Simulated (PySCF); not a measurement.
# [Lu(H2O)5]3+: forces at shaken geometries

Aim: move all atoms of relaxed [Lu(H2O)5]3+ at random and read energies and forces. It is a constructed species; whether it can be made isn't addressed.

Method: PBE0, Lu def2-SVP with ECP28, O def2-SVP, H def2-SVP; scalar-relativistic core potentials, no spin–orbit coupling; program: PySCF 2.14.0.

3 further runs of the same task are left out: 2 for a known fault of the program, 1 that didn't finish. Runs told in other sessions of the task aren't counted.

### Step 1. The system as given

16 atoms, charge 3, spin multiplicity 1.

Bond lengths: Lu1–O2 2.216 Å, Lu1–O5 2.216 Å, Lu1–O8 2.195 Å, Lu1–O11 2.237 Å, Lu1–O14 2.237 Å, O2–H3 0.979 Å, O2–H4 0.980 Å, O5–H6 0.979 Å, O5–H7 0.980 Å, O8–H9 0.983 Å, O8–H10 0.983 Å, O11–H12 0.981 Å, O11–H13 0.980 Å, O14–H15 0.980 Å, O14–H16 0.981 Å. Angles: O2–Lu1–O5 142.7°, O2–Lu1–O8 108.7°, O2–Lu1–O11 85.9°, O2–Lu1–O14 86.3°, O5–Lu1–O8 108.7°, O5–Lu1–O11 86.3°, O5–Lu1–O14 85.9°, O8–Lu1–O11 102.2°, O8–Lu1–O14 102.2°, O11–Lu1–O14 155.6°, Lu1–O2–H3 127.5°, Lu1–O2–H4 128.1°, H3–O2–H4 104.3°, Lu1–O5–H6 127.5°, Lu1–O5–H7 128.1°, H6–O5–H7 104.3°, Lu1–O8–H9 127.9°, Lu1–O8–H10 127.9° and more.

As a file:

```xyz
16
H10LuO5
Lu   -0.0248    0.0000    0.0000
O    -0.7343   -0.0368    2.0992
H    -0.9481    0.7298    2.6702
H    -0.9022   -0.8168    2.6675
O    -0.7343    0.0368   -2.0992
H    -0.9481   -0.7298   -2.6702
H    -0.9022    0.8168   -2.6675
O     2.1702    0.0000    0.0000
H     2.7741   -0.0328    0.7743
H     2.7741    0.0328   -0.7743
O    -0.4984    2.1862    0.0467
H     0.1385    2.9302    0.0967
H    -1.3743    2.6251    0.0236
O    -0.4984   -2.1862   -0.0467
H    -1.3743   -2.6251   -0.0236
H     0.1385   -2.9302   -0.0967
```

Formal oxidation states: Lu +3. An earlier session relaxed this geometry at PBE0, Lu def2-SVP with ECP28, O def2-SVP, H def2-SVP (singlet, point group C2).

Its energy there is -1616.680161 Eh.

### Step 2. Atoms moved at random, σ = 0.15 Å

The input, run.py (the lines that set the calculation):

```python
mol = gto.M(atom='''
Lu    -0.22120    -0.14426    -0.11672
O     -0.83845     0.20581     2.31917
H     -0.82097     0.63168     2.57162
H     -0.98893    -0.72719     2.72932
O     -0.56826    -0.15262    -2.31839
H     -1.16494    -0.67042    -2.51985
H     -0.91380     0.59591    -2.56615
O      2.15351     0.07257     0.03421
H      2.96034    -0.03415     0.56878
H      2.84186     0.12413    -0.78448
O     -0.36385     2.14321    -0.05714
H      0.03875     2.89293     0.30197
H     -1.29139     2.81112     0.09668
O     -0.38864    -2.24229    -0.03833
H     -1.51593    -2.53693    -0.01109
H      0.13782    -2.96951    -0.20960''',
    basis={'Lu': 'def2-SVP', 'O': 'def2-SVP', 'H': 'def2-SVP'},
    ecp={'Lu': 'def2-SVP'},
    charge=3, spin=0)
mf = dft.RKS(mol, xc='PBE0')
mf.grids.atom_grid = (50, 194)  # f atoms: unpruned, at least (60, 302)
mf = mf.density_fit()  # fitting sets: Lu def2-universal-JKFIT, O def2-universal-JKFIT, H def2-universal-JKFIT
mf.conv_tol = 1e-08; mf.max_cycle = 55
mf.kernel(dm0)  # dm0: the density of the relaxed state
```

The run is started by

```sh
> OMP_NUM_THREADS=4 python run.py
```

The program printed:

```text
init E= -1615.28351396354
  HOMO = -0.974854737409601  LUMO = -0.659929413048695  gap/eV = 8.56955
cycle= 1 E= -1615.59835842808  delta_E= -0.315  |g|= 0.522  |ddm|= 1.67
  HOMO = -0.770191554230919  LUMO = -0.5468489810516  gap/eV = 6.07746
cycle= 2 E= -1615.55911634256  delta_E= 0.0392  |g|= 0.711  |ddm|= 0.724
  HOMO = -0.851799795865577  LUMO = -0.550282481135326  gap/eV = 8.20470
cycle= 3 E= -1615.64662073498  delta_E= -0.0875  |g|= 0.113  |ddm|= 0.432
  HOMO = -0.849920535220318  LUMO = -0.5539825391036  gap/eV = 8.05288
cycle= 4 E= -1615.64732185108  delta_E= -0.000701  |g|= 0.0491  |ddm|= 0.042
  HOMO = -0.8495726237391  LUMO = -0.555277254254197  gap/eV = 8.00818
cycle= 5 E= -1615.64743160684  delta_E= -0.00011  |g|= 0.00735  |ddm|= 0.015
  HOMO = -0.850682984791135  LUMO = -0.555118669250376  gap/eV = 8.04271
cycle= 6 E= -1615.6474389953  delta_E= -7.39e-06  |g|= 0.00365  |ddm|= 0.00592
  HOMO = -0.85042255310075  LUMO = -0.555010440943044  gap/eV = 8.03857
cycle= 7 E= -1615.64744112937  delta_E= -2.13e-06  |g|= 0.000678  |ddm|= 0.00234
  HOMO = -0.850454618401964  LUMO = -0.555041862267706  gap/eV = 8.03859
cycle= 8 E= -1615.64744118986  delta_E= -6.05e-08  |g|= 0.000207  |ddm|= 0.000438
  HOMO = -0.850446563547584  LUMO = -0.555043127232876  gap/eV = 8.03834
cycle= 9 E= -1615.64744119581  delta_E= -5.96e-09  |g|= 5.28e-05  |ddm|= 0.000135
  HOMO = -0.850443274460586  LUMO = -0.555038079882592  gap/eV = 8.03838
Extra cycle  E= -1615.64744119536  delta_E= 4.53e-10  |g|= 7.71e-05  |ddm|= 7.41e-05
converged SCF energy = -1615.64744119536
```

Wall time 9.5 s (4 threads of AMD EPYC 9R45 (Zen 5), shared host).

It gives: E = -1615.647441 Eh (+28.102 eV from the relaxed state), HOMO -23.14 eV, LUMO -15.10 eV, Mulliken charge on Lu1 +1.60 e, largest force component 157.902 eV/Å. 

| atom | Fx | Fy | Fz (eV/Å) |
| --- | --- | --- | --- |
| Lu1 | 2.571 | 2.425 | 1.711 |
| O2 | -6.085 | -157.902 | -94.201 |
| H3 | 5.982 | 153.752 | 92.998 |
| H4 | 0.299 | 3.511 | 0.190 |
| O5 | 11.822 | 2.037 | 7.060 |
| H6 | -9.776 | -9.943 | -4.272 |
| H7 | -2.574 | 8.089 | -3.192 |
| O8 | 1.939 | -0.115 | -3.360 |
| H9 | -0.516 | -0.190 | 2.005 |
| H10 | -2.848 | 0.109 | 1.089 |
| O11 | -6.089 | 0.684 | -0.089 |
| H12 | 3.588 | 2.047 | 1.175 |
| H13 | 2.304 | -3.317 | -1.206 |
| O14 | -7.484 | 2.411 | 0.835 |
| H15 | 4.820 | 0.079 | -0.078 |
| H16 | 2.047 | -3.678 | -0.663 |

### Step 3. Atoms moved at random, σ = 0.15 Å

The input, run.py (the lines that set the calculation):

```python
mol = gto.M(atom='''
Lu     0.07374    -0.14357     0.20436
O     -0.50220    -0.08466     2.00742
H     -0.89768     1.01585     2.73070
H     -0.78801    -0.97799     2.64787
O     -0.73505    -0.03525    -2.16884
H     -0.79258    -0.65461    -2.54986
H     -1.09891     0.69683    -2.77098
O      2.20178     0.22051    -0.16148
H      2.82132    -0.15199     0.74041
H      2.46875     0.12563    -0.93297
O     -0.63674     2.30405    -0.00892
H      0.01297     2.75790     0.13448
H     -1.41640     2.40174     0.35603
O     -0.30791    -2.04768    -0.07372
H     -1.43541    -2.41046    -0.15395
H      0.08827    -3.01630    -0.00055''',
    basis={'Lu': 'def2-SVP', 'O': 'def2-SVP', 'H': 'def2-SVP'},
    ecp={'Lu': 'def2-SVP'},
    charge=3, spin=0)
mf = dft.RKS(mol, xc='PBE0')
mf.grids.atom_grid = (50, 194)  # f atoms: unpruned, at least (60, 302)
mf = mf.density_fit()  # fitting sets: Lu def2-universal-JKFIT, O def2-universal-JKFIT, H def2-universal-JKFIT
mf.conv_tol = 1e-08; mf.max_cycle = 55
mf.kernel(dm0)  # dm0: the density of the relaxed state
```

The run is started by

```sh
> OMP_NUM_THREADS=4 python run.py
```

The program printed:

```text
init E= -1615.59392018205
  HOMO = -0.9463778805031  LUMO = -0.755752012446084  gap/eV = 5.18719
cycle= 1 E= -1616.1893697905  delta_E= -0.595  |g|= 0.667  |ddm|= 1.39
  HOMO = -0.763587516741627  LUMO = -0.516393693361014  gap/eV = 6.72649
cycle= 2 E= -1616.03986879428  delta_E= 0.15  |g|= 1.11  |ddm|= 1.01
  HOMO = -0.826880991622308  LUMO = -0.567723636418364  gap/eV = 7.05203
cycle= 3 E= -1616.2762634637  delta_E= -0.236  |g|= 0.11  |ddm|= 0.648
  HOMO = -0.829143808786089  LUMO = -0.569653463196538  gap/eV = 7.06109
cycle= 4 E= -1616.27792567169  delta_E= -0.00166  |g|= 0.0598  |ddm|= 0.0829
  HOMO = -0.827698358093316  LUMO = -0.572138041674012  gap/eV = 6.95415
cycle= 5 E= -1616.27832000962  delta_E= -0.000394  |g|= 0.0151  |ddm|= 0.027
  HOMO = -0.827254668043134  LUMO = -0.572442504053917  gap/eV = 6.93379
cycle= 6 E= -1616.27832789404  delta_E= -7.88e-06  |g|= 0.00779  |ddm|= 0.00639
  HOMO = -0.827378712527957  LUMO = -0.572295480502508  gap/eV = 6.94117
cycle= 7 E= -1616.27833240824  delta_E= -4.51e-06  |g|= 0.00188  |ddm|= 0.00359
  HOMO = -0.827424045174997  LUMO = -0.572312853899255  gap/eV = 6.94193
cycle= 8 E= -1616.27833284896  delta_E= -4.41e-07  |g|= 0.000389  |ddm|= 0.00101
  HOMO = -0.82741666878941  LUMO = -0.572308513764529  gap/eV = 6.94185
cycle= 9 E= -1616.2783328712  delta_E= -2.22e-08  |g|= 0.000172  |ddm|= 0.000331
  HOMO = -0.82742056415852  LUMO = -0.572307947858739  gap/eV = 6.94197
cycle= 10 E= -1616.27833287657  delta_E= -5.37e-09  |g|= 3.43e-05  |ddm|= 0.000121
  HOMO = -0.827419994804726  LUMO = -0.572307698432219  gap/eV = 6.94196
Extra cycle  E= -1616.27833287639  delta_E= 1.78e-10  |g|= 4.95e-05  |ddm|= 4.71e-05
converged SCF energy = -1616.27833287639
```

Wall time 9.8 s (4 threads of AMD EPYC 9R45 (Zen 5), shared host).

Result: E = -1616.278333 Eh (+10.934 eV from the relaxed state), HOMO -22.52 eV, LUMO -15.57 eV, Mulliken charge on Lu1 +1.42 e, largest force component 27.024 eV/Å. 

| atom | Fx | Fy | Fz (eV/Å) |
| --- | --- | --- | --- |
| Lu1 | 1.667 | 4.646 | -6.515 |
| O2 | -4.214 | 0.929 | 9.798 |
| H3 | 1.522 | -4.412 | -2.345 |
| H4 | 0.994 | 3.622 | -1.873 |
| O5 | 1.886 | 27.024 | 15.785 |
| H6 | -2.321 | -26.052 | -16.067 |
| H7 | 0.722 | -1.050 | 1.242 |
| O8 | -3.768 | -0.309 | 17.020 |
| H9 | -1.432 | 1.743 | -4.629 |
| H10 | 5.740 | -1.650 | -12.157 |
| O11 | -4.899 | -12.673 | -5.892 |
| H12 | 11.380 | 9.756 | 2.997 |
| H13 | -6.328 | 2.340 | 3.083 |
| O14 | -4.882 | -7.602 | -0.242 |
| H15 | 4.313 | 1.463 | 0.097 |
| H16 | -0.381 | 2.225 | -0.302 |

### Step 4. Atoms moved at random, σ = 0.1 Å

The input, run.py (the lines that set the calculation):

```python
mol = gto.M(atom='''
Lu    -0.05186    -0.02997    -0.02293
O     -0.69986     0.13839     2.17049
H     -0.78607     0.77333     2.74004
H     -0.84072    -0.80455     2.61141
O     -0.74069    -0.01676    -2.17248
H     -0.97244    -0.76952    -2.73207
H     -0.94155     0.92469    -2.53002
O      2.19041    -0.03706     0.00652
H      2.70757    -0.00500     0.71857
H      2.78541     0.06840    -0.69948
O     -0.43396     2.24211     0.10078
H     -0.07402     2.93606     0.08024
H     -1.26303     2.45212     0.00067
O     -0.52104    -2.29774    -0.20881
H     -1.49608    -2.62128    -0.04020
H      0.19386    -2.95320    -0.02275''',
    basis={'Lu': 'def2-SVP', 'O': 'def2-SVP', 'H': 'def2-SVP'},
    ecp={'Lu': 'def2-SVP'},
    charge=3, spin=0)
mf = dft.RKS(mol, xc='PBE0')
mf.grids.atom_grid = (50, 194)  # f atoms: unpruned, at least (60, 302)
mf = mf.density_fit()  # fitting sets: Lu def2-universal-JKFIT, O def2-universal-JKFIT, H def2-universal-JKFIT
mf.conv_tol = 1e-08; mf.max_cycle = 55
mf.kernel(dm0)  # dm0: the density of the relaxed state
```

The run is started by

```sh
> OMP_NUM_THREADS=4 python run.py
```

The program printed:

```text
init E= -1616.65037208812
  HOMO = -0.851743807470631  LUMO = -0.519240881969663  gap/eV = 9.04787
cycle= 1 E= -1616.52981072676  delta_E= 0.121  |g|= 0.231  |ddm|= 0.715
  HOMO = -0.830521341342472  LUMO = -0.526717573534556  gap/eV = 8.26692
cycle= 2 E= -1616.52522261692  delta_E= 0.00459  |g|= 0.302  |ddm|= 0.339
  HOMO = -0.875560038383618  LUMO = -0.524106617000658  gap/eV = 9.56353
cycle= 3 E= -1616.54083789401  delta_E= -0.0156  |g|= 0.0403  |ddm|= 0.179
  HOMO = -0.874195728670796  LUMO = -0.524907936549223  gap/eV = 9.50460
cycle= 4 E= -1616.54096953342  delta_E= -0.000132  |g|= 0.0297  |ddm|= 0.0237
  HOMO = -0.874532820483013  LUMO = -0.524466084934292  gap/eV = 9.52580
cycle= 5 E= -1616.54101192301  delta_E= -4.24e-05  |g|= 0.00522  |ddm|= 0.0083
  HOMO = -0.875277367644421  LUMO = -0.524415134572969  gap/eV = 9.54745
cycle= 6 E= -1616.54101434488  delta_E= -2.42e-06  |g|= 0.00189  |ddm|= 0.00302
  HOMO = -0.875132942590254  LUMO = -0.524384638371334  gap/eV = 9.54435
cycle= 7 E= -1616.54101491735  delta_E= -5.72e-07  |g|= 0.000308  |ddm|= 0.00119
  HOMO = -0.875146398399417  LUMO = -0.524390330140729  gap/eV = 9.54456
cycle= 8 E= -1616.54101493166  delta_E= -1.43e-08  |g|= 0.000103  |ddm|= 0.000209
  HOMO = -0.87513403446053  LUMO = -0.524390725314563  gap/eV = 9.54421
cycle= 9 E= -1616.54101493334  delta_E= -1.68e-09  |g|= 2.32e-05  |ddm|= 6.97e-05
  HOMO = -0.875134280642006  LUMO = -0.524390061418399  gap/eV = 9.54424
Extra cycle  E= -1616.54101493329  delta_E= 4.96e-11  |g|= 3.08e-05  |ddm|= 3.02e-05
converged SCF energy = -1616.54101493329
```

It took 9.1 s on 4 threads of AMD EPYC 9R45 (Zen 5), shared host.

Result: E = -1616.541015 Eh (+3.786 eV from the relaxed state), HOMO -23.81 eV, LUMO -14.27 eV, Mulliken charge on Lu1 +1.59 e, largest force component 19.381 eV/Å. 

| atom | Fx | Fy | Fz (eV/Å) |
| --- | --- | --- | --- |
| Lu1 | 0.381 | -0.148 | -0.014 |
| O2 | 0.973 | -9.919 | -6.349 |
| H3 | -1.020 | 6.487 | 6.253 |
| H4 | 0.175 | 2.978 | -0.418 |
| O5 | 0.298 | 2.712 | 1.703 |
| H6 | -0.335 | 0.048 | -0.928 |
| H7 | 0.123 | -2.458 | -0.349 |
| O8 | -5.982 | -0.388 | -3.200 |
| H9 | 3.839 | 0.164 | 5.734 |
| H10 | 1.728 | 0.238 | -2.531 |
| O11 | -1.818 | -19.381 | 0.921 |
| H12 | 10.049 | 17.164 | -0.340 |
| H13 | -8.485 | 1.940 | -0.760 |
| O14 | -1.614 | 1.128 | 0.884 |
| H15 | 2.685 | -0.158 | -0.463 |
| H16 | -0.999 | -0.407 | -0.143 |

### Step 5. The displacements side by side

| σ (Å) | energy rise (eV) | harmonic estimate −½ F·u (eV) | largest force component (eV/Å) |
| --- | --- | --- | --- |
| 0.15 | 28.102 | 43.807 | 157.90 |
| 0.15 | 10.934 | 10.424 | 27.02 |
| 0.1 | 3.786 | 3.987 | 19.38 |

Every displacement raises the energy. For a harmonic well the rise equals −½ F·u; the two differ by at most 56 % here (a move with σ = 0.15 Å), from anharmonicity, the grid and the small forces left at the relaxed point. The largest moves cost over 1 eV, far outside the harmonic range, so agreement there can come from errors that cancel between squeezed and stretched bonds. The bases are small and lack diffuse functions. Spin–orbit coupling is left out.
